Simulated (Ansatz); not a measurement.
Run this with Ansatz's Python interface and show what comes out.

`run_eos.py`:
```python
"""Bulk modulus of BiPd3 from an E(V) curve."""

import ansatz as az
import numpy as np

vectors0 = np.array([
    [0.0, 3.26309, 3.26309],
    [3.26309, 0.0, 3.26309],
    [3.26309, 3.26309, 0.0],
])
sites = [
    ("Bi", (0.5, 0.5, 0.5)),
    ("Pd", (0.75, 0.75, 0.75)),
    ("Pd", (0.25, 0.25, 0.25)),
    ("Pd", (0.0, 0.0, 0.0)),
]


def on_lattice(cell):
    crystal = az.Crystal(lattice=az.Lattice.of(cell))
    for symbol, position in sites:
        crystal = crystal.atom(symbol, position)
    return crystal

# uniform scaling of the cell
volumes, energies = [], []
for scale in np.linspace(0.94, 1.06, 7):
    cell = vectors0 * scale ** (1 / 3)
    calc = on_lattice(cell).calculation()
    calc = calc.functional("pbesol")
    calc = calc.pseudopotentials("paw")
    calc = calc.basis(510).occupations(az.OccupationsMethod.COLD, width=0.1)
    calc = calc.kpoints(6, 6, 6)
    report = calc.run(threads=1, backend="cpu").report
    volumes.append(abs(np.linalg.det(cell)) / len(sites))
    energies.append(report["free_energy_ev"] / len(sites))
    print(f"V = {volumes[-1]:8.4f} A^3/atom  F = {energies[-1]:.5f} eV/atom")

# third-order Birch-Murnaghan: a cubic in V^(-2/3)
x = np.array(volumes) ** (-2 / 3)
poly = np.polynomial.Polynomial.fit(x, energies, 3).convert()
roots = poly.deriv().roots()
x0 = min((r.real for r in roots if abs(r.imag) < 1e-9 and poly.deriv(2)(r.real) > 0), key=lambda r: abs(r - x.mean()))
v0 = x0 ** -1.5
b0 = 4 / 9 * poly.deriv(2)(x0) * v0 ** (-7 / 3) * 160.21766
b1 = 4 + 2 / 3 * x0 * poly.deriv(3)(x0) / poly.deriv(2)(x0)
print(f"V0 = {v0:.4f} A^3/atom, B0 = {b0:.1f} GPa, dB/dP = {b1:.2f}")
```

```console
$ python run_eos.py
V =  16.3300 A^3/atom  F = -8240.70201 eV/atom
V =  16.6774 A^3/atom  F = -8240.71125 eV/atom
V =  17.0248 A^3/atom  F = -8240.71331 eV/atom
V =  17.3723 A^3/atom  F = -8240.70905 eV/atom
V =  17.7197 A^3/atom  F = -8240.69923 eV/atom
V =  18.0672 A^3/atom  F = -8240.68452 eV/atom
V =  18.4146 A^3/atom  F = -8240.66555 eV/atom
V0 = 16.9574 A^3/atom, B0 = 145.6 GPa, dB/dP = 5.28
```

A third-order Birch-Murnaghan fit through the 7 points has its minimum at 16.96 Å³ an atom, 2.4 % below the typed cell, with a bulk modulus of 146 GPa and dB/dP = 5.3. From that minimum the energy rises by 11.4 meV an atom on the compressed side and 47.9 meV on the expanded side.

Notes:
- Absolute energies stand on the zero of these potentials, so only differences at equal settings mean something.
- The run is spin-unpolarised.
- The mesh is modest for a metal, so energies can be off by several to tens of meV an atom and pressures by half a GPa or more; differences at equal mesh fare better.
- Spin-orbit coupling, which matters for elements this heavy, is left out.
- This cell is a computed structure, which may not be the phase found in nature.
- Hardware and time: 14 s on 1 thread of Arm Neoverse V2 (shared host), peak memory 0.43 GiB.
